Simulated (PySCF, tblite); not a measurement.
# C₅H₇BGe: geometry, infrared bands and NMR shifts

Wanted: the infrared bands and NMR shifts of C₅H₇BGe (`C#[C][GeH2][BH]C1=CC1`), by calculation.

Programs: tblite 0.8.0 and PySCF 2.14.0, with density-fitted response routines of our own. Each step states its level of theory. These are calculated values for one molecule in the gas phase, unless marked as measured. Atoms are numbered from 0 throughout.

### 1 The starting structure

14 atoms, charge 0, multiplicity 1; geometry from: force field or distance geometry start.

Bonds of the start (Å): C0–C1 1.21, C1–Ge2 1.89, Ge2–B3 2.02, B3–C4 1.55, C4–C5 1.45, C5–C6 1.41, C6–C4 1.41, C0–H7 1.07, Ge2–H8 1.55, Ge2–H9 1.55, B3–H10 1.19, C5–H11 1.08, C6–H12 1.10, C6–H13 1.11.

### 2 Relaxing the molecule with GFN2-xTB

The job: settings as JSON, then the geometry in Å.

```
{"job": {"kind": "relax", "xc": "GFN2-xTB", "basis": "xTB"}, "charge": 0, "multiplicity": 1}
C      2.531000     1.694300     1.033400
C      2.199200     0.692300     0.448300
Ge     1.709200    -0.900700    -0.443500
B     -0.154900    -1.420900     0.133000
C     -1.338300    -0.431300    -0.031000
C     -2.745500    -0.091100     0.106100
C     -1.831700     0.812000    -0.465400
H      2.807800     2.588300     1.544600
H      2.704200    -2.035700    -0.107400
H      1.694000    -0.638900    -1.970500
H     -0.341300    -2.482900     0.642000
H     -3.748900    -0.349200     0.428000
H     -1.930800     0.908400    -1.552600
H     -1.554700     1.654900     0.198000
```

Launch:

```sh
$ OMP_NUM_THREADS=1 python probes_run.py task.json out
```

This one command runs all jobs of the session in turn.

What it wrote:

```text
step      E/eV     max force
  0    -467.73777    5.399
  1    -468.48542    2.193
  2    -468.58589    3.455
  3    -468.72239    1.148
  4    -468.74442    2.052
  5    -468.79981    0.606
  6    -468.83174    0.492
  7    -468.85155    0.311
  8    -468.85945    0.262
  9    -468.86684    0.202
 10    -468.87126    0.172
 11    -468.87446    0.159
 12    -468.87666    0.114
 13    -468.87836    0.112
 14    -468.87971    0.106
 15    -468.88107    0.128
 16    -468.88269    0.138
 17    -468.88428    0.127
 18    -468.88525    0.081
 19    -468.88561    0.039
 20    -468.88575    0.031
 21    -468.88589    0.031
 22    -468.88606    0.053
 23    -468.88624    0.062
 24    -468.88639    0.048
 25    -468.88647    0.022
 26    -468.88650    0.019
 27    -468.88653    0.013
 28    -468.88655    0.014
 29    -468.88657    0.015
 30    -468.88660    0.016
 31    -468.88663    0.020
 32    -468.88668    0.020
 33    -468.88674    0.022
 34    -468.88679    0.020
 35    -468.88684    0.016
 36    -468.88689    0.019
 37    -468.88695    0.022
 38    -468.88701    0.021
 39    -468.88706    0.014
 40    -468.88709    0.012
 41    -468.88711    0.014
 42    -468.88716    0.021
 43    -468.88721    0.027
 44    -468.88728    0.024
 45    -468.88733    0.015
 46    -468.88738    0.020
 47    -468.88743    0.024
 48    -468.88751    0.024
 49    -468.88759    0.024
 50    -468.88764    0.021
 51    -468.88768    0.018
 52    -468.88771    0.015
 53    -468.88775    0.017
 54    -468.88779    0.016
 55    -468.88782    0.015
 56    -468.88786    0.017
 57    -468.88791    0.029
 58    -468.88799    0.040
 59    -468.88809    0.036
 60    -468.88817    0.026
 61    -468.88822    0.022
 62    -468.88829    0.025
 63    -468.88840    0.043
 64    -468.88861    0.061
 65    -468.88897    0.066
 66    -468.88949    0.083
 67    -468.89025    0.107
 68    -468.89145    0.116
 69    -468.89319    0.164
 70    -468.88797    0.423
 71    -468.89678    0.160
 72    -468.89857    0.117
 73    -468.90073    0.304
 74    -468.90400    0.114
 75    -468.90579    0.123
 76    -468.90882    0.276
 77    -468.91360    0.128
 78    -468.91707    0.123
 79    -468.92132    0.230
 80    -468.92390    0.153
 81    -468.92622    0.154
 82    -468.93470    0.187
 83    -468.94148    0.260
 84    -468.95008    0.282
 85    -468.95739    0.346
 86    -468.96017    0.290
 87    -468.96390    0.198
 88    -468.96733    0.162
 89    -468.97261    0.157
 90    -468.97514    0.283
 91    -468.97784    0.147
 92    -468.97903    0.159
 93    -468.97979    0.068
 94    -468.98028    0.106
 95    -468.98090    0.072
 96    -468.98134    0.057
 97    -468.98172    0.038
 98    -468.98190    0.041
 99    -468.98207    0.029
100    -468.98219    0.023
101    -468.98226    0.022
102    -468.98232    0.026
103    -468.98241    0.023
104    -468.98253    0.026
105    -468.98269    0.032
106    -468.98284    0.040
107    -468.98300    0.044
108    -468.98318    0.053
109    -468.98334    0.046
110    -468.98344    0.026
111    -468.98351    0.021
112    -468.98357    0.024
113    -468.98365    0.034
114    -468.98376    0.033
115    -468.98388    0.028
116    -468.98397    0.024
117    -468.98402    0.020
118    -468.98406    0.027
119    -468.98412    0.028
120    -468.98421    0.024
121    -468.98432    0.018
122    -468.98442    0.018
123    -468.98449    0.021
124    -468.98455    0.020
125    -468.98460    0.019
126    -468.98466    0.017
127    -468.98471    0.016
128    -468.98476    0.018
129    -468.98482    0.020
130    -468.98488    0.022
131    -468.98493    0.014
132    -468.98496    0.013
133    -468.98498    0.011
134    -468.98499    0.010
135    -468.98501    0.012
136    -468.98503    0.012
137    -468.98505    0.013
138    -468.98507    0.010
139    -468.98508    0.010
140    -468.98509    0.008
```

Wall time 2.4 s (1 thread of Intel Xeon at 2.50GHz, shared host); peak memory 0.18 GiB.

Step by step: (not every step is listed)

```csv
step,energy from step 0 (eV),largest force (eV/Å)
0,0.0000,5.3987
1,-0.7476,2.1931
2,-0.8481,3.4554
3,-0.9846,1.1478
4,-1.0066,2.0518
5,-1.0620,0.6065
6,-1.0940,0.4916
7,-1.1138,0.3109
8,-1.1217,0.2617
20,-1.1480,0.0313
32,-1.1489,0.0202
44,-1.1495,0.0239
56,-1.1501,0.0172
68,-1.1537,0.1158
80,-1.1861,0.1527
92,-1.2413,0.1586
104,-1.2448,0.0256
116,-1.2462,0.0241
128,-1.2470,0.0178
135,-1.2472,0.0115
136,-1.2473,0.0124
137,-1.2473,0.0125
138,-1.2473,0.0104
139,-1.2473,0.0105
140,-1.2473,0.0081
```

Distances of close pairs at the start and the end, largest changes first:

```csv
bond,before (Å),after (Å),change (Å)
C4–C6,1.406,1.546,+0.140
C4–C5,1.454,1.315,-0.139
B3–C4,1.551,1.483,-0.068
C5–C6,1.406,1.471,+0.064
Ge2–H9,1.549,1.510,-0.039
Ge2–H8,1.546,1.508,-0.038
C5–H11,1.085,1.062,-0.023
C6–H13,1.108,1.086,-0.022
```

The end geometry stands in the next job.

### 3 Harmonic vibrations with GFN2-xTB

The job: settings as JSON, then the geometry in Å.

```
{"job": {"kind": "ir", "xc": "GFN2-xTB", "basis": "xTB"}, "charge": 0, "multiplicity": 1}
C      2.052623     1.769888     0.965588
C      1.915011     0.687231     0.459633
Ge     1.621196    -1.026174    -0.318518
B     -0.316211    -1.600906    -0.354662
C     -1.349959    -0.581431    -0.051986
C     -2.321603     0.042454     0.576673
C     -1.745902     0.838713    -0.517428
H      2.187383     2.717736     1.404573
H      2.569639    -1.923878     0.435566
H      2.276916    -0.914592    -1.674103
H     -0.606435    -2.699199    -0.636934
H     -2.923216     0.102763     1.450120
H     -2.252497     0.896582    -1.473530
H     -1.107625     1.690340    -0.302092
```

What it wrote:

```text
mode    cm-1     km/mol
  1      29.9      0.22
  2      52.5      0.38
  3      86.9      3.31
  4     113.0      0.25
  5     193.8      1.39
  6     201.6      0.57
  7     254.6      7.87
  8     317.1     41.99
  9     345.7     11.01
 10     502.0     39.23
 11     555.3      8.49
 12     595.4      2.29
 13     643.6     25.10
 14     660.6     20.83
 15     667.4      6.61
 16     698.8     75.02
 17     707.6    269.14
 18     738.2     22.78
 19     859.1    217.35
 20     914.8     32.58
 21     934.3      7.53
 22     963.3     18.84
 23    1008.9     15.37
 24    1041.2      5.59
 25    1086.1     24.38
 26    1188.3      6.09
 27    1472.7      1.33
 28    1798.2     35.85
 29    1921.0    408.19
 30    1967.7    549.24
 31    2185.3      8.35
 32    2628.5    122.58
 33    3002.3     49.79
 34    3024.1     42.12
 35    3229.4      5.21
 36    3341.6      1.31
```

Run time: 1.1 s. Hardware: 1 thread of Intel Xeon at 2.50GHz, shared host; peak memory 0.18 GiB.

Which atoms move in the most intense modes:

```csv
cm⁻¹,km/mol,atoms
699,75.0,"H9 37 %, H7 29 %"
708,269.1,"H8 56 %, H7 18 %, H9 13 %"
859,217.3,"H8 48 %, H9 48 %"
1921,408.2,"H9 68 %, H8 30 %"
1968,549.2,"H8 68 %, H9 30 %"
2628,122.6,H10 92 %
3002,49.8,H13 85 %
3024,42.1,H12 86 %
```

### 4 Shielding tensors: PBE0/pcSseg-1

The job, as its differences from that of step 3:

```diff
@@ -1,2 +1,2 @@
-{"job": {"kind": "ir", "xc": "GFN2-xTB", "basis": "xTB"}, "charge": 0, "multiplicity": 1}
+{"job": {"kind": "nmr", "xc": "PBE0", "basis": "pcSseg-1"}, "charge": 0, "multiplicity": 1}
 C      2.052623     1.769888     0.965588
```

With the program's defaults for keys left out, this is: GIAO PBE0/pcSseg-1 NMR shielding, non-relativistic, gas phase.

What it wrote:

```text
coarse grid: 55800 points
cycle   1  E = -2295.5459195272  dE =  2.730e-01  |g| = 9.310e-01  |ddm| = 3.667e+00
cycle   2  E = -2295.5204780697  dE =  2.544e-02  |g| = 9.532e-01  |ddm| = 1.243e+00
cycle   3  E = -2295.6269935195  dE = -1.065e-01  |g| = 1.061e-01  |ddm| = 7.393e-01
cycle   4  E = -2295.6280935370  dE = -1.100e-03  |g| = 6.953e-02  |ddm| = 1.181e-01
cycle   5  E = -2295.6291846259  dE = -1.091e-03  |g| = 1.686e-02  |ddm| = 5.765e-02
cycle   6  E = -2295.6292620514  dE = -7.743e-05  |g| = 4.596e-03  |ddm| = 1.723e-02
cycle   7  E = -2295.6292667508  dE = -4.699e-06  |g| = 1.251e-03  |ddm| = 4.117e-03
final grid: 117896 points
cycle   8  E = -2295.6292857179  dE =  9.066e-07  |g| = 2.243e-03  |ddm| = 3.646e-03
cycle   9  E = -2295.6292818175  dE =  3.900e-06  |g| = 4.450e-03  |ddm| = 5.339e-03
cycle  10  E = -2295.6292870826  dE = -5.265e-06  |g| = 2.190e-04  |ddm| = 3.494e-03
cycle  11  E = -2295.6292870933  dE = -1.070e-08  |g| = 2.978e-05  |ddm| = 1.776e-04
cycle  12  E = -2295.6292870935  dE = -2.292e-10  |g| = 5.689e-06  |ddm| = 3.465e-05
converged SCF energy = -2295.6292870935

GIAO shielding tensors (ppm)
atom      isotropic    diamagn.    paramagn.     s11        s22        s33       span
  0 C       84.046     260.737    -176.691     -3.418     -0.798    256.353    259.772
  1 C       99.940     269.230    -169.291      0.423      6.433    292.962    292.539
  2 Ge    1624.997    2754.349   -1129.352   1527.426   1632.594   1714.970    187.544
  3 B       11.279     192.733    -181.455    -79.142    -21.657    134.636    213.778
  4 C       47.659     253.061    -205.402    -87.720     68.818    161.878    249.598
  5 C       48.047     261.037    -212.990   -108.627     78.170    174.597    283.224
  6 C      159.421     248.389     -88.968    109.735    146.208    222.320    112.585
  7 H       30.161      33.902      -3.742     24.478     25.218     40.787     16.309
  8 H       27.470      27.052       0.418     20.260     23.157     38.995     18.735
  9 H       27.300      27.433      -0.134     20.395     22.893     38.610     18.215
 10 H       22.185      27.791      -5.605     14.312     25.613     26.631     12.319
 11 H       22.982      33.146     -10.164     17.847     24.793     26.305      8.458
 12 H       29.444      29.874      -0.430     24.188     26.343     37.800     13.612
 13 H       29.591      32.053      -2.462     23.804     27.660     37.310     13.506
```

It took 72 s on 1 thread of Intel Xeon at 2.50GHz, shared host; peak memory 0.81 GiB.

The references, computed at this level on geometries of the same kind, shield at (ppm): 1H TMS 31.72, 13C TMS 186.9, 11B BF3·OEt2 100.1, 73Ge GeMe4 1331. Their shielding less the atom's gives the shift. The references are single molecules in the gas phase. Atoms listed in one row are averaged.

```csv
atoms,environment,σ (ppm),δ (ppm)
C4,fully substituted alkene carbon,47.7,139.3
C5,alkene CH,48.0,138.9
C0,terminal alkyne carbon,84.0,102.9
C1,alkyne carbon,99.9,87.0
C6,three-membered-ring carbon,159.4,27.5
H10,"hydrogen on a boron bonded to C, Ge",22.19,9.53
H11,hydrogen on an alkene CH,22.98,8.74
"H8, H9","hydrogen on a germanium bonded to C, B",27.39,4.33
"H12, H13",hydrogen on a three-membered-ring carbon,29.52,2.20
H7,hydrogen on a terminal alkyne carbon,30.16,1.56
Ge2,"germanium bonded to C, B, 2 H",1625,-294
B3,"boron bonded to C, Ge, H",11.3,88.8
```

Charges from the same density, by scheme (e):

```csv
atoms,Mulliken,IAO,Hirshfeld,ESP fit
C0,-0.32,-0.22,-0.11,-0.36
C1,-0.14,-0.29,-0.16,-0.11
Ge2,0.30,0.52,0.28,0.18
B3,0.21,-0.10,0.09,0.26
C4,-0.24,-0.09,-0.07,-0.12
C5,-0.13,-0.13,-0.03,-0.20
C6,-0.16,-0.25,-0.08,-0.14
```

Mayer bond orders: C0–C1 2.69, C1–Ge2 0.78, Ge2–B3 0.93, B3–C4 1.11, C4–C5 1.64, C5–C6 1.00, C6–C4 0.84.

Ring of atoms C4, C5, C6: NICS(0) -28.0, NICS(1) -7.1, NICS(1)zz -16.8 ppm (means of both faces).

In rings of three or four atoms NICS is ruled by the nearby σ bonds, so it says little on aromaticity.

### 5 What came out

| quantity | value |
| --- | --- |
| strongest single infrared mode (GFN2-xTB) | 1968 cm⁻¹, 549 km/mol |
| zero-point energy (GFN2-xTB) | 57.1 kcal/mol |
| 13C shifts against TMS (PBE0/pcSseg-1) | 139.3, 138.9, 102.9, 87.0, 27.5 ppm |
| 1H shifts against TMS (PBE0/pcSseg-1, means over atoms taken as alike) | 9.53, 8.74, 4.33, 2.20, 1.56 ppm |
| 73Ge shifts against GeMe4 (PBE0/pcSseg-1) | -294 ppm |
| 11B shifts against BF3·OEt2 (PBE0/pcSseg-1) | 88.8 ppm |

In words: Relaxing lowered the energy by 1.247 eV in 140 steps; the close pair that moved most is C4–C6, from 1.406 to 1.546 Å. No mode is imaginary among the 36: a minimum at this level. The strongest single mode, at 1968 cm⁻¹, moves mainly H8. Unscaled tight-binding wavenumbers are off by several per cent, some by more. Its intensities can rank the bands wrongly. Spin-orbit coupling is left out, which matters for shieldings and couplings at and beside the heavy atoms.
